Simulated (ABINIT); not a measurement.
# LiYP (I4mm) in ABINIT: optical spectrum with AM05

Aim: the optical spectrum of LiYP with AM05.

Everything below comes from runs of ABINIT 10.8.3 (patched build). Logs are shortened: lines on timing, memory, paths and dates and some standing lists are left out, and cuts for length are marked. The log counts tension as positive stress, the text compression.

**1. Starting point**

Symmetry: I4mm, No. 107, tetragonal system. Conventional cell: a = 3.330 Å, b = 3.330 Å, c = 8.410 Å, α = 90.00°, β = 90.00°, γ = 90.00°. Li (site symmetry 4mm) is surrounded by 5 P at 2.74 to 2.77 Å and 5 Y at 2.74 to 2.77 Å. Y (site symmetry 4mm) has 5 P at 2.68 to 2.93 Å and 5 Li at 2.74 to 2.77 Å as nearest neighbours. Around P (site symmetry 4mm) lie 5 Y at 2.68 to 2.93 Å and 5 Li at 2.74 to 2.77 Å.

The cell was built by a generator and needn't be a form met in nature.

**2. Optical spectrum, AM05**

The input, run.abi:

```
# Datasets
ndtset 3

# Pseudopotentials
pp_dirpath "./"
pseudos "Li.upf, Y.upf, P.upf"

# Structure
acell 4.8192949384 4.8192949384 4.8192949384 Angstrom
rprim
    -0.3454391402     0.3454391402     0.8725500563
     0.3454391402    -0.3454391402     0.8725500563
     0.3454391402     0.3454391402    -0.8725500563
ntypat 3
znucl 3 39 15
natom 3
typat 1 2 3
xred
   0.6666303900   0.6666303900            0.0
   0.9926420500   0.9926420500            0.0
   0.3407276000   0.3407276000            0.0

# Plane-wave basis
ecut 33.0

# k points
ngkpt 12 12 12
nshiftk 1
shiftk 0.0 0.0 0.0
istwfk *1

# Exchange and correlation
ixc -120135

# Bands and occupations
occopt 3
tsmear 0.05 eV

# SCF cycle
nstep 80

# Output
iomode 3
prteig 0
prtebands 0

# Dataset 1: ground state
nband1 14
tolvrs1 1.0e-12
prtden1 1
prtwf1 0
kptopt1 1

# Dataset 2: empty bands at fixed density
iscf2 -3
getden2 1
nband2 22
nbdbuf2 4
tolwfr2 1.0e-12
nstep2 120
prtden2 0
kptopt2 1

# Dataset 3: wave functions and velocity matrix elements in the full zone
optdriver3 8
wfk_task3 "wfk_optics_fullbz"
getwfk3 2
nband3 18
kptopt3 1
prtevk3 1
inclvkb3 2
```

The input, optic.abi:

```
&FILES
 ddkfile_1 = 'runo_DS3_1_EVK.nc',
 ddkfile_2 = 'runo_DS3_2_EVK.nc',
 ddkfile_3 = 'runo_DS3_3_EVK.nc',
 wfkfile = 'runo_DS3_WFK.nc'
/
&PARAMETERS
 broadening = 0.001837,
 domega = 0.002,
 maxomega = 0.8,
 scissor = 0.000000,
 tolerance = 0.002
/
&COMPUTATIONS
 num_lin_comp = 2,
 lin_comp = 11,33,
 num_nonlin_comp = 0
/
```

Potentials or basis: PseudoDojo NC SR PBEsol v0.4.1 standard.

Started as:

```
$ abinit run.abi > log 2>&1
$ optic optic.abi > optic.log 2>&1
```

run.abo:

```text
.Version 10.8.3 of ABINIT
 DATASET    1 : space group I4 m m (#107); Bravais tI (body-center tetrag.)
================================================================================
 Values of the parameters that define the memory need for DATASET  1.
     intxc =       0    ionmov =       0      iscf =       7    lmnmax =       6
     lnmax =       6     mgfft =      48  mpssoang =       3    mqgrid =    3001
     natom =       3  nloc_mem =       1    nspden =       1   nspinor =       1
    nsppol =       1      nsym =       8    n1xccc =    2501    ntypat =       3
    occopt =       3   xclevel =       2
       mpw =        2880          nfft =      110592          nkpt =         163
================================================================================
================================================================================
[... 13 lines left out ...]
 DATASET    3 : space group I4 m m (#107); Bravais tI (body-center tetrag.)
================================================================================
 Values of the parameters that define the memory need for DATASET  3.
     intxc =       0    ionmov =       0      iscf =       7    lmnmax =       6
     lnmax =       6     mgfft =      48  mpssoang =       3    mqgrid =    3001
     natom =       3  nloc_mem =       1    nspden =       1   nspinor =       1
    nsppol =       1      nsym =       8    n1xccc =    2501    ntypat =       3
    occopt =       3   xclevel =       2
       mpw =        2880          nfft =      110592          nkpt =         163
================================================================================
================================================================================

--------------------------------------------------------------------------------
------------- Echo of variables that govern the present computation ------------
--------------------------------------------------------------------------------
 -outvars: echo values of preprocessed input variables --------
            acell      9.1071475535E+00  9.1071475535E+00  9.1071475535E+00 Bohr
              amu      6.94100000E+00  8.89058500E+01  3.09737620E+01
             ecut      3.30000000E+01 Hartree
           getden1          0
           getden2          1
           getden3          0
           getwfk1          0
           getwfk2          0
           getwfk3          2
             iscf1          7
             iscf2         -3
             iscf3          7
                       outvar_i_n : Printing only first  50 k-points.
              ixc     -120135
           jdtset        1    2    3
                       outvar_i_n : Printing only first  50 k-points.
         kptrlatt       12    0    0      0   12    0      0    0   12
          kptrlen      7.55031653E+01
            natom           3
            nband1         14
            nband2         22
            nband3         18
           nbdbuf1          0
           nbdbuf2          4
           nbdbuf3          0
           ndtset           3
            ngfft          48      48      48
             nkpt         163
            nstep1         80
            nstep2        120
            nstep3         80
             nsym           8
           ntypat           3
                       prtocc : prtvol=0, do not print more k-points.
                       prtocc : prtvol=0, do not print more k-points.
                       prtocc : prtvol=0, do not print more k-points.
           occopt           3
        optdriver1          0
        optdriver2          0
        optdriver3          8
           prtden1          1
           prtden2          0
           prtden3          1
        prtebands           0
           prteig           0
           prtevk1          0
           prtevk2          0
           prtevk3          1
            prtwf1          0
            prtwf2          1
            prtwf3          1
            rprim     -3.4543914020E-01  3.4543914020E-01  8.7255005630E-01
                       3.4543914020E-01 -3.4543914020E-01  8.7255005630E-01
                       3.4543914020E-01  3.4543914020E-01 -8.7255005630E-01
          spgroup         107
           tolvrs1     1.00000000E-12
           tolvrs2     0.00000000E+00
           tolvrs3     0.00000000E+00
           tolwfr1     0.00000000E+00
           tolwfr2     1.00000000E-12
           tolwfr3     0.00000000E+00
           tsmear      1.83746611E-03 Hartree
            typat      1  2  3
         wfk_task1          0
         wfk_task2          0
         wfk_task3          7
                       outvars : Printing only first  50 k-points.
           xangst     -2.6984148800E-17  4.2380888584E-17  5.6064630008E+00
[... 227 lines left out ...]
  9.14E-13  4.24E-13  2.68E-13  8.11E-09  1.25E-05  1.34E-04
 -1.3660E+00 -1.2100E+00 -4.8746E-01 -4.7025E-01 -4.7025E-01 -8.9526E-02
  1.6375E-01  2.9793E-01  2.9793E-01  3.0393E-01  3.4193E-01  4.9533E-01
  5.1605E-01  5.1605E-01  5.2149E-01  5.2923E-01  6.0857E-01  6.5140E-01
  6.5140E-01  8.3395E-01  8.8763E-01  9.3169E-01
 prteigrs : prtvol=0 or 1, do not print more k-points.

--- !ResultsGS
iteration_state: {dtset: 2, }
comment   : Summary of ground state results
lattice_vectors:
- [ -3.1459652,   3.1459652,   7.9464421, ]
- [  3.1459652,  -3.1459652,   7.9464421, ]
- [  3.1459652,   3.1459652,  -7.9464421, ]
lattice_lengths: [   9.10715,    9.10715,    9.10715, ]
lattice_angles: [139.583, 139.583,  58.487, ] # degrees, (23, 13, 12)
lattice_volume:   3.1458684E+02
convergence: {deltae:  0.000E+00, res2:  0.000E+00, residm:  9.995E-13, diffor:  0.000E+00, }
etotal    :  -5.48350105E+01
entropy   :   0.00000000E+00
fermie    :   3.29648173E-01
cartesian_stress_tensor: null
pressure_GPa: null
xred      :
- [  6.6663E-01,   6.6663E-01,   4.6243E-18, Li]
- [  9.9264E-01,   9.9264E-01,   6.8858E-18,  Y]
- [  3.4073E-01,   3.4073E-01,   2.3636E-18,  P]
cartesian_forces: null
force_length_stats: {min: null, max: null, mean: null, }
...

 Integrated electronic density in atomic spheres:
 ------------------------------------------------
 Atom  Sphere_radius  Integrated_density
    1        2.00000          2.33009137
    2        2.00000          7.62082255
    3        2.00000          2.83611871
================================================================================

 ----iterations are completed or convergence reached----

 Mean square residual over all n,k,spin=   51.776E-14; max=  99.947E-14
 reduced coordinates (array xred) for    3 atoms
       0.666630390000      0.666630390000      0.000000000000
       0.992642050000      0.992642050000      0.000000000000
       0.340727600000      0.340727600000      0.000000000000

 cartesian coordinates (angstrom) at end:
    1     -0.00000000000000     0.00000000000000     5.60646300081718
    2     -0.00000000000000     0.00000000000000     8.34827066071848
    3      0.00000000000000    -0.00000000000000     2.86557095417933
 length scales=  9.107147553550  9.107147553550  9.107147553550 bohr
              =  4.819294938400  4.819294938400  4.819294938400 angstroms
 Eigenvalues (hartree) for nkpt= 163  k points:
 kpt#   1, nband= 22, wtk=  0.00058, kpt=  0.0000  0.0000  0.0000 (reduced coord)
  -1.36598   -1.20998   -0.48746   -0.47025   -0.47025   -0.08953    0.16375    0.29793
   0.29793    0.30393    0.34193    0.49533    0.51605    0.51605    0.52149    0.52923
   0.60857    0.65140    0.65140    0.83395    0.88763    0.93169
      occupation numbers for kpt#   1
   2.00000    2.00000    2.00000    2.00000    2.00000    2.00000    2.00000    2.00000
   2.00000    2.00000    0.00250    0.00000    0.00000    0.00000    0.00000    0.00000
   0.00000    0.00000    0.00000    0.00000    0.00000    0.00000
 prteigrs : prtvol=0 or 1, do not print more k-points.

--- !EnergyTerms
iteration_state     : {dtset: 2, }
comment             : Components of total free energy in Hartree
kinetic             :  1.97801891906646E+01
hartree             :  7.92229838267330E+00
xc                  : -1.17458131237621E+01
Ewald energy        : -4.19974339653680E+01
psp_core            :  1.71942489590783E+00
local_psp           : -3.12697214394809E+01
non_local_psp       :  7.56703660052690E-01
internal            : -5.48343523993126E+01
'-kT*entropy'       : -6.58221860960288E-04
total_energy        : -5.48350106211735E+01
...

--- !EnergyTermsDC
iteration_state     : {dtset: 2, }
comment             : '"Double-counting" decomposition of free energy'
band_energy         : -6.50735849475250E+00
Ewald energy        : -4.19974339653680E+01
psp_core            :  1.71942489590783E+00
xc_dc               : -8.04898475571112E+00
internal            : -5.48343523199238E+01
'-kT*entropy'       : -6.58221860960288E-04
total_energy_dc     : -5.48350105417848E+01
...

================================================================================
== DATASET  3 ==================================================================

--- !DatasetInfo
iteration_state: {dtset: 3, }
dimensions: {natom: 3, nkpt: 163, mband: 18, nsppol: 1, nspinor: 1, nspden: 1, mpw: 2880, }
cutoff_energies: {ecut:  33.0, pawecutdg:  -1.0, }
electrons: {nelect:   1.90000000E+01, charge:   0.00000000E+00, occopt:   3.00000000E+00, tsmear:   1.83746611E-03, }
meta: {optdriver: 8, wfk_task: 7, }
...

 mkfilename : getwfk/=0, take file _WFK from output of DATASET   2.

--------------------------------------------------------------------------------

 Computation of velocity matrix elements (DDK)

 Parameters extracted from the Abinit header:
    ecut:     33.0
    nkpt:    1728
    mband:   22
    nsppol:  1
    nspinor: 1
    useylm:  0
    inclvkb: 2
    bmin: 1, bmax: 22
    Computing diagonal and off-diagonal matrix elements
    Between band index bmin: 1, bmax: 22

== END DATASET(S) ==============================================================
================================================================================

 -outvars: echo values of variables after computation  --------
            acell      9.1071475535E+00  9.1071475535E+00  9.1071475535E+00 Bohr
           etotal1    -5.4835010542E+01
           etotal2    -5.4835010542E+01
           etotal3     0.0000000000E+00
            fcart1    -3.3064399372E-18  3.6324539667E-18  2.0236064099E-02
                       5.2724922140E-19 -2.9421977306E-18 -4.8396638345E-03
                       2.7791907158E-18 -6.9025623612E-19 -1.5396400265E-02
            fcart3     0.0000000000E+00  0.0000000000E+00  0.0000000000E+00
                       0.0000000000E+00  0.0000000000E+00  0.0000000000E+00
                       0.0000000000E+00  0.0000000000E+00  0.0000000000E+00
            rprim     -3.4543914020E-01  3.4543914020E-01  8.7255005630E-01
                       3.4543914020E-01 -3.4543914020E-01  8.7255005630E-01
                       3.4543914020E-01  3.4543914020E-01 -8.7255005630E-01
           strten1    -9.3306430219E-04 -9.3306430219E-04 -4.2277530161E-05
                       0.0000000000E+00  0.0000000000E+00  0.0000000000E+00
           strten3     0.0000000000E+00  0.0000000000E+00  0.0000000000E+00
                       0.0000000000E+00  0.0000000000E+00  0.0000000000E+00
           xangst     -2.6984148800E-17  4.2380888584E-17  5.6064630008E+00
                      -1.0482041364E-16  1.2774683819E-16  8.3482706607E+00
                       2.8193196855E-17 -2.0323627341E-17  2.8655709542E+00
             xred      6.6663039000E-01  6.6663039000E-01  4.6242757602E-18
                       9.9264205000E-01  9.9264205000E-01  6.8857505437E-18
                       3.4072760000E-01  3.4072760000E-01  2.3635561852E-18
 Calculation completed.
```

Wall time 11 min (1 thread of Arm Neoverse V2, shared host); peak memory 1.8 GiB.

What came out:

| Property | Result |
| --- | --- |
| Free energy | -1492.1367 eV |
| Pressure | 18.7 GPa |
| Largest force | 1.041 eV/Å |
| Band gap on the k mesh | none (metal or under the smearing width) |

Forces on the atoms (eV/Å):
```
Li   0.000  0.000  1.041
Y    0.000  0.000 -0.249
P    0.000  0.000 -0.792
```

Dielectric function (mean over the directions given):
| energy (eV) | real part | imaginary part |
| --- | --- | --- |
| 0.33 | 41.93 | 22.25 |
| 0.98 | 5.34 | 28.87 |
| 1.63 | 2.76 | 9.95 |
| 2.29 | 3.95 | 8.05 |
| 2.94 | 7.59 | 6.34 |
| 3.70 | 7.10 | 12.96 |
| 4.35 | 2.42 | 9.80 |
| 5.01 | 4.00 | 9.74 |
| 5.66 | -2.27 | 10.12 |
| 6.31 | -2.18 | 8.98 |
| 7.08 | -2.96 | 4.60 |
| 7.73 | -2.28 | 4.21 |
| 8.38 | -2.40 | 3.51 |
| 9.03 | -2.09 | 3.25 |
| 9.69 | -2.08 | 2.54 |
| 10.45 | -1.78 | 1.54 |
| 11.10 | -1.41 | 1.45 |
| 11.76 | -1.32 | 1.50 |
| 12.41 | -1.12 | 1.02 |
| 13.06 | -0.73 | 0.59 |
| 13.82 | -0.54 | 0.63 |
| 14.48 | -0.34 | 0.56 |
| 15.13 | -0.22 | 0.38 |
| 15.78 | -0.17 | 0.34 |
| 16.44 | 0.02 | 0.24 |
| 17.20 | 0.16 | 0.17 |
| 17.85 | 0.30 | 0.14 |
| 18.50 | 0.43 | 0.10 |
| 19.16 | 0.56 | 0.06 |
| 19.92 | 0.75 | 0.03 |

Caveat: the intraband (Drude) term is left out; spectra need much finer meshes, so this one isn't converged; independent-particle spectra lack excitons; so large a pressure means that the cell lies far from this level's equilibrium, or that cutoff or potentials fall short; the potentials were made for another functional, which shifts forces and pressure.
